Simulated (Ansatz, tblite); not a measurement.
# The cluster In₉Sb₉: rung by rung

How do method and basis change the picture of the cluster In₉Sb₉ (singlet)?

Program: Ansatz 0.2.0, Gaussian basis. Level of theory: as each input shows. These are calculated values, not measurements.

The runs, in order: GFN1-xTB, GFN2-xTB, PBE-D4/def2-SVP, r2SCAN-D4/def2-SVP, r2SCANh-D4/def2-SVP, r2SCAN-D4/def2-mTZVP, MP2/def2-SVP, RPA/def2-SVP.

6 further runs of the same task are left out: 3 for a known fault of the program, 1 that didn't finish, 2 set aside as unsound or not needed.

## 1. The structure

The geometry is that of the singlet, from an earlier relaxation (PBE-D4/def2-SVP).

18 atoms, charge 0, spin multiplicity 1.

Bond lengths: In1–Sb10 2.854 Å, In1–Sb11 2.920 Å, In1–Sb12 2.854 Å, In2–Sb10 2.888 Å, In2–Sb11 2.862 Å, In2–Sb16 2.779 Å, In3–Sb11 2.862 Å, In3–Sb12 2.888 Å, In3–Sb17 2.779 Å, In4–In6 3.336 Å, In4–Sb12 2.779 Å, In4–Sb13 2.862 Å, In4–Sb15 2.887 Å, In5–In6 3.336 Å, In5–Sb10 2.779 Å, In5–Sb13 2.862 Å and more. Angles: Sb10–In1–Sb11 101.6°, Sb10–In1–Sb12 140.5°, Sb11–In1–Sb12 101.6°, Sb10–In2–Sb11 102.2°, Sb10–In2–Sb16 129.5°, Sb11–In2–Sb16 128.3° and more.

In, Sb take a core potential in the def2 sets. No spin-orbit coupling is included.

PBE0-D4/def2-SVP was run before; its log isn't repeated, and its numbers join the tables.

## 2. GFN1-xTB

Tight binding, by tblite at 300 K electronic temperature and without a spin-polarisation term:

```python
tblite.interface.Calculator('GFN1-xTB', numbers, positions, charge=0, uhf=0).singlepoint()
```

Energy -999.7088 eV, HOMO -7.99 eV, LUMO -6.92 eV; 0.14 s.

## 3. GFN2-xTB

Tight binding, by tblite at 300 K electronic temperature and without a spin-polarisation term:

```python
tblite.interface.Calculator('GFN2-xTB', numbers, positions, charge=0, uhf=0).singlepoint()
```

Energy -853.1262 eV, HOMO -9.01 eV, LUMO -7.94 eV; 0.29 s.

## 4. PBE-D4/def2-SVP

start.molden holds the orbitals of an earlier run on this state, given as this run's starting guess.

in.yaml reads:

```yaml
crystal:
  periodic: [false, false, false]
  atoms:
    - {symbol: In, position_ang: [-0.001678, 3.608269, 0.326201]}
    - {symbol: In, position_ang: [-1.908731, 1.406925, 1.952478]}
    - {symbol: In, position_ang: [1.899868, 1.403358, 1.955277]}
    - {symbol: In, position_ang: [1.902986, 0.985683, -2.184832]}
    - {symbol: In, position_ang: [-1.906061, 0.990912, -2.188065]}
    - {symbol: In, position_ang: [-0.004501, -1.523070, -3.279819]}
    - {symbol: In, position_ang: [-1.911520, -2.386812, 0.243852]}
    - {symbol: In, position_ang: [1.897603, -2.391337, 0.245863]}
    - {symbol: In, position_ang: [-0.007668, -2.080967, 2.966236]}
    - {symbol: Sb, position_ang: [-2.688072, 2.939487, -0.367835]}
    - {symbol: Sb, position_ang: [-0.003478, 3.135148, 3.208053]}
    - {symbol: Sb, position_ang: [2.684463, 2.934176, -0.364125]}
    - {symbol: Sb, position_ang: [0.000099, 1.209421, -4.311467]}
    - {symbol: Sb, position_ang: [-2.691590, -1.783124, -2.354130]}
    - {symbol: Sb, position_ang: [2.681353, -1.789737, -2.351401]}
    - {symbol: Sb, position_ang: [-2.693146, -1.142957, 2.729571]}
    - {symbol: Sb, position_ang: [2.679529, -1.148292, 2.732426]}
    - {symbol: Sb, position_ang: [-0.009456, -4.340183, 1.115618]}
basis:
  gaussian: {orbitals: def2-SVP, fitting: {mean_field: def2-universal-jkfit}, initial_orbitals: start.molden}
hamiltonian: {xc: pbe, dispersion: d4}
scf: {omitted_lower_state_checks: [starts]}
output: {forces: true, orbitals: {seedname: orbitals}}
```

Run with:

```console
$ ansatz run in.yaml --threads 2 --pin off --events-out ev --progress --plain --max-ram 32768MiB --backend cuda --devices 0, --max-vram 18GiB
```

After this run come: r2SCAN-D4/def2-SVP; r2SCANh-D4/def2-SVP; r2SCAN-D4/def2-mTZVP; MP2/def2-SVP; RPA/def2-SVP.

Before running them: what should the planned runs give, taken together? Wanted: gap in def2-SVP, named functionals, smallest and largest; correlation energy, MP2/def2-SVP; binding an atom, functionals in def2-SVP.

The runs gave:

| quantity | value |
| --- | --- |
| gap in def2-SVP, named functionals, smallest and largest | 0.66 eV (PBE-D4), 1.75 eV (PBE0-D4) |
| correlation energy, MP2/def2-SVP | -50.00 eV |
| binding an atom, functionals in def2-SVP | 2.20 (r2SCANh-D4) to 2.36 eV (PBE-D4) |

What this shows: Orbital gaps of the named functionals in def2-SVP span 0.66 eV (PBE-D4) to 1.75 eV (PBE0-D4); exact exchange widens it.
